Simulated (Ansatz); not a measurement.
**AsSe3: a trial structure relaxed**

The task: take a trial cell of AsSe3 to zero force and stress.

Program: Ansatz 0.2.0. Level of theory: DFT PBE, scalar-relativistic, plane waves, PAW. These are calculated values, not measurements.

## Step 1: The structure to begin with

It takes space group Fm-3m (No. 225, cubic). Conventional cell: a = 8.337 Å, b = 8.337 Å, c = 8.337 Å, α = 90.00°, β = 90.00°, γ = 90.00°. As (site symmetry m-3m) is surrounded by 8 Se at 3.61 Å. Se (site symmetry -43m) has 4 As at 3.61 Å and 4 Se at 3.61 Å as nearest neighbours. Around Se (site symmetry m-3m) lie 8 Se at 3.61 Å.

Structure file:

```cif
data_structure
_symmetry_space_group_name_H-M 'Fm-3m'
_symmetry_Int_Tables_number 225
_cell_length_a 8.3367
_cell_length_b 8.3367
_cell_length_c 8.3367
_cell_angle_alpha 90.000
_cell_angle_beta 90.000
_cell_angle_gamma 90.000
_cell_volume 579.40
loop_
_atom_site_label
_atom_site_type_symbol
_atom_site_symmetry_multiplicity
_atom_site_Wyckoff_symbol
_atom_site_fract_x
_atom_site_fract_y
_atom_site_fract_z
_atom_site_occupancy
As1 As 4 a 0.00000 0.00000 0.00000 1
Se1 Se 8 c 0.25000 0.75000 0.75000 1
Se2 Se 4 b 0.50000 0.00000 0.00000 1
```

A structure generator made this guess: species swapped into a database cell of Rb3Cd (Fm-3m, No. 225), with Se on the Rb sites and As on the Cd sites. Its size is a rough estimate.

## Step 2: Probe: one point on a coarse mesh

input.yaml

```yaml
crystal:
  lattice:
    - [0.0, 4.16834906, 4.16834906]
    - [4.16834906, 0.0, 4.16834906]
    - [4.16834906, 4.16834906, 0.0]
  atoms:
    - { symbol: As, position: [0.0, 0.0, 0.0] }
    - { symbol: Se, position: [0.25, 0.25, 0.25] }
    - { symbol: Se, position: [0.75, 0.75, 0.75] }
    - { symbol: Se, position: [0.5, 0.5, 0.5] }
basis:
  ecutwfc: 420
kpoints:
  mp_grid: { grid: [4, 4, 4] }
hamiltonian:
  xc: pbe
scf:
  occupations: { method: gaussian, width: 0.1 }
  lower_state_search: "off"
output:
  forces: true
  stress: true
  eigenvalues: true
```

Run with:

```console
$ ansatz run input.yaml --threads 1 --pin off --max-ram 2560MiB --backend cpu --events-out ev --progress --plain --runs-dir out
```

The session goes on with these runs: a loose first relaxation; full relaxation.

**Question.** What will these runs give? Wanted: conventional cell; volume; energy over the elements; gap on the mesh.

As calculated:

| quantity | value |
| --- | --- |
| symmetry at the end (tolerance 0.05 Å) | space group Fm-3m (No. 225) |
| conventional cell | a = 6.849 Å, b = 6.849 Å, c = 6.849 Å, α = 90.00°, β = 90.00°, γ = 90.00° |
| volume | 20.08 Å³/atom |
| energy over the elements | +0.51 eV/atom |
| gap on the mesh | none (metal) |

**Reading.** The space group Fm-3m (No. 225) is kept, and the volume per atom shrinks by 44.5 % from the first guess. With a positive formation energy it can't be a ground state. No finished test with a distortion of lower symmetry is shown, so the end may be a saddle point. The final runs have no spin polarisation, so no magnetic state was tried and one may lie lower.
